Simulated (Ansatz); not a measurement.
# AlClFHS: how energies converge with the basis set

Aim: see how fast density functionals converge with the basis set for AlClFHS.

Program: Ansatz 0.2.0, Gaussian basis. Level of theory: one geometry, several basis sets. These are calculated values, not measurements.

The runs, in order: PBE0-D4/def2-SVP; ωB97M-V/def2-SVP; PBE0-D4/def2-QZVPP; ωB97M-V/def2-QZVPP; the functionals' def2-TZVPP values are taken from earlier runs.

**1. Structure used throughout**

The geometry comes from an earlier relaxation with PBE0-D4 in a triple-zeta def2 set; it is a stationary point.

SMILES `[F][Al]([SH])[Cl]`, 5 atoms, charge 0, spin multiplicity 1.

Atoms are counted from 1 here; the program's logs count them from 0.

Bond lengths: F1–Al2 1.637 Å, Al2–S3 2.155 Å, Al2–Cl4 2.076 Å, S3–H5 1.345 Å. Angles: F1–Al2–S3 118.4°, F1–Al2–Cl4 119.2°, S3–Al2–Cl4 122.4°, Al2–S3–H5 91.8°.

**2. PBE0-D4 in def2-SVP**

File in.yaml:

```yaml
crystal:
  periodic: [false, false, false]
  atoms:
    - {symbol: F, position_ang: [-1.074772, -1.532306, 1.119976]}
    - {symbol: Al, position_ang: [-0.434546, -0.368733, 0.162645]}
    - {symbol: S, position_ang: [1.608236, 0.228143, 0.503509]}
    - {symbol: Cl, position_ang: [-1.607462, 0.476178, -1.327980]}
    - {symbol: H, position_ang: [1.558343, 1.123119, -0.499550]}
basis:
  gaussian: {orbitals: def2-SVP}
hamiltonian: {xc: pbe0, dispersion: d4}
output: {orbitals: {seedname: orbitals}}
```

The runs that follow: ωB97M-V in def2-SVP; PBE0-D4 in def2-QZVPP; ωB97M-V in def2-QZVPP.

Q: Predict the results of all the runs planned. Wanted: PBE0-D4: double and triple zeta above quadruple; ωB97M-V: double and triple zeta above quadruple.

The runs gave:

| quantity | value |
| --- | --- |
| PBE0-D4: double and triple zeta above quadruple | 15.03, 1.07 eV |
| ωB97M-V: double and triple zeta above quadruple | 14.94, 1.01 eV |

**Reading.** For PBE0-D4 the step from double to triple zeta gains 13.96 eV and the next only 1.07 eV. These are total energies; as a rule much of such shifts cancels in differences, which this series doesn't test. The LUMO of ωB97M-V is positive and keeps falling with the basis (0.85 to 0.31 eV): an unbound level that the basis holds in place.
